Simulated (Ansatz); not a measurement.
**TaHCl (quartet): from Hartree-Fock to the top rungs at a displaced geometry (v2), def2-SVP**

An exercise on one series of results from a longer session: the logs are not shown, and one member is left open.

Method: def2-SVP, core rule «outside noble gas», up to 9 orbitals frozen; program: Ansatz 0.2.0, Gaussian basis.

Plan: UHF; CCSD(T) on ROHF; CCSD(T) on UHF; CISD as a restricted active space (open shells left free, so some higher excitations enter); CCSDT(Q) on ROHF; CCSDT(Q) on UHF.

36 further runs of the same task are left out: 12 for a known fault of the program, 8 that didn't finish, 16 set aside as unsound or not needed. Runs told in other sessions of the task aren't counted.

## What is computed

The geometry is a PBE0/def2-TZVP stationary point (not a proven minimum) with its atoms shifted at random (size 0.100 Å). No spin-orbit coupling is included. Elements past krypton take def2 core potentials.

3 atoms, charge 0, spin multiplicity 4.

Atoms are counted from 1 here; the program's logs count them from 0.

Bond lengths: Ta1–Cl2 2.306 Å, Ta1–H3 1.868 Å. Angles: Cl2–Ta1–H3 173.2°.

Set-up of the first run:

The input, in.yaml:

```yaml
crystal:
  periodic: [false, false, false]
  atoms:
    - {symbol: Ta, position_ang: [0.084376, 0.005225, 0.144598]}
    - {symbol: Cl, position_ang: [-0.080498, 0.013599, -2.155109]}
    - {symbol: H, position_ang: [-0.003878, -0.018825, 2.010511]}
basis:
  gaussian: {orbitals: def2-SVP}
magnetization: {spin_polarized: true, initial_magnetization: 3}
hamiltonian: {xc: hf}
output: {orbitals: {seedname: orbitals}}
```

Launch:

```bash
ansatz run in.yaml --threads 1 --pin off --events-out ev --progress --plain --max-ram 2393MiB
```

Steps of the session up to this table: UHF; CCSD(T) on ROHF; CCSD(T) on UHF; CISD as a restricted active space (open shells left free, so some higher excitations enter); CCSDT(Q) on ROHF; CCSDT(Q) on UHF.

One of the session's tables, all rows but one given; the rest of the session is left out.

```
   method  from RCCSDT(Q) (kcal/mol)
     ROHF                    +147.44
      UHF                    +144.37
     RMP2                     +20.80
     UMP2                     +18.51
    RCCSD                      +4.66
    UCCSD                          ?
 RCCSD(T)                      +0.88
 UCCSD(T)                      -1.04
   RCCSDT                      +0.21
   UCCSDT                      -1.68
RCCSDT(Q)                          0
UCCSDT(Q)                      -1.96
```

**Question.** Estimate the row for UCCSD.

**Answer.** from RCCSDT(Q) (kcal/mol): +2.70. In the column «from RCCSDT(Q) (kcal/mol)» it lies between RCCSD(T) (+0.88) and RCCSD (+4.66).

Not comparable, so not listed: CISD as a restricted active space (open shells left free, so some higher excitations enter) (they don't share determinant, frozen orbitals or solution with the rows shown, or repeat one).

To keep in mind: Restricted and unrestricted rows rest on different reference determinants; a gap between their highest levels can come from leftover correlation error, from unlike frozen cores or from another state.
